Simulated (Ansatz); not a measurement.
**CH₈BNSSi: one species, many methods**

The task here is to estimate one member of a computed series from the others.

Program: Ansatz 0.2.0, Gaussian basis. Level of theory: functionals in def2-TZVPP, the program's frozen cores in correlated methods. These are calculated values, not measurements.

Levels to be run: PBE-D4, r2SCAN-D4, PBE0-D4, B3LYP-D4, ωB97X-V, ωB97M-V, B2PLYP; CCSD(T)/def2-TZVPP; MP2/def2-QZVPP; extrapolation to the limit.

**The relaxed structure**

The geometry comes from an earlier relaxation with PBE0-D4 in a triple-zeta def2 set; it is a stationary point, not always the lowest conformer.

13 atoms, charge 0, spin multiplicity 1.

Atoms are counted from 1 here; the program's logs count them from 0.

Bond lengths: B1–Si2 1.936 Å, B1–S5 2.054 Å, B1–H6 1.200 Å, B1–H7 1.196 Å, Si2–C3 1.862 Å, Si2–N4 1.697 Å, Si2–S5 2.339 Å, C3–H8 1.093 Å, C3–H9 1.091 Å, C3–H10 1.093 Å, N4–H11 1.006 Å, N4–H12 1.006 Å, S5–H13 1.343 Å. Angles: Si2–B1–S5 71.7°, Si2–B1–H6 115.3°, Si2–B1–H7 121.7°, S5–B1–H6 105.1°, S5–B1–H7 110.7°, H6–B1–H7 119.3°, B1–Si2–C3 128.3°, B1–Si2–N4 122.5°, B1–Si2–S5 56.5°, C3–Si2–N4 109.1°, C3–Si2–S5 106.1°, N4–Si2–S5 113.9°, Si2–C3–H8 109.5°, Si2–C3–H9 110.7°, Si2–C3–H10 111.9°, H8–C3–H9 108.0°, H8–C3–H10 108.2°, H9–C3–H10 108.5° and more.

Set-up of the first run:

File in.yaml:

```yaml
crystal:
  periodic: [false, false, false]
  atoms:
    - {symbol: B, position_ang: [-0.506912, 1.107729, 1.460071]}
    - {symbol: Si, position_ang: [-0.091749, -0.298596, 0.196132]}
    - {symbol: C, position_ang: [-0.575063, -0.417083, -1.597921]}
    - {symbol: N, position_ang: [0.752694, -1.702578, 0.637446]}
    - {symbol: S, position_ang: [1.163155, 1.664090, 0.401041]}
    - {symbol: H, position_ang: [-0.119568, 0.920322, 2.580728]}
    - {symbol: H, position_ang: [-1.403065, 1.876839, 1.272070]}
    - {symbol: H, position_ang: [-1.320383, -1.206981, -1.723889]}
    - {symbol: H, position_ang: [-1.015401, 0.520809, -1.940670]}
    - {symbol: H, position_ang: [0.280580, -0.651691, -2.235422]}
    - {symbol: H, position_ang: [0.988404, -1.883692, 1.598768]}
    - {symbol: H, position_ang: [1.306738, -2.244638, -0.004552]}
    - {symbol: H, position_ang: [0.560970, 2.280771, -0.628903]}
basis:
  gaussian: {orbitals: def2-TZVPP}
hamiltonian: {xc: pbe, dispersion: d4}
output: {forces: true, orbitals: {seedname: orbitals}}
```

Run with:

```console
ansatz run in.yaml --threads 4 --pin off --events-out ev --progress --plain --max-ram 10444MiB
```

Steps of the session up to this table: PBE-D4 (GGA); r2SCAN-D4 (meta-GGA); PBE0-D4 (hybrid); B3LYP-D4 (hybrid); ωB97X-V (range-separated); ωB97M-V (range-separated); B2PLYP (double hybrid); CCSD(T) in def2-TZVPP; MP2 in def2-QZVPP.

One table of the session follows, with a row left open; its other results are not shown here.

It belongs to the step «Atomisation energies». 

```
            method  atomisation energy (kJ/mol)
            PBE-D4                       4604.0
         r2SCAN-D4                       4549.3
           PBE0-D4                       4544.0
          B3LYP-D4                       4535.0
           ωB97X-V                       4550.4
           ωB97M-V                            ?
            B2PLYP                       4470.0
     HF/def2-TZVPP                       3291.9
    MP2/def2-TZVPP                       4439.7
   CCSD/def2-TZVPP                       4329.8
CCSD(T)/def2-TZVPP                       4395.4
           MP2/CBS                       4562.0
       CCSD(T)/CBS                       4517.7
```

Estimate the missing values for ωB97M-V.

The run gave: atomisation energy (kJ/mol): 4556.3. In the column «atomisation energy (kJ/mol)» it lies between ωB97X-V (4550.4) and MP2/CBS (4562.0).
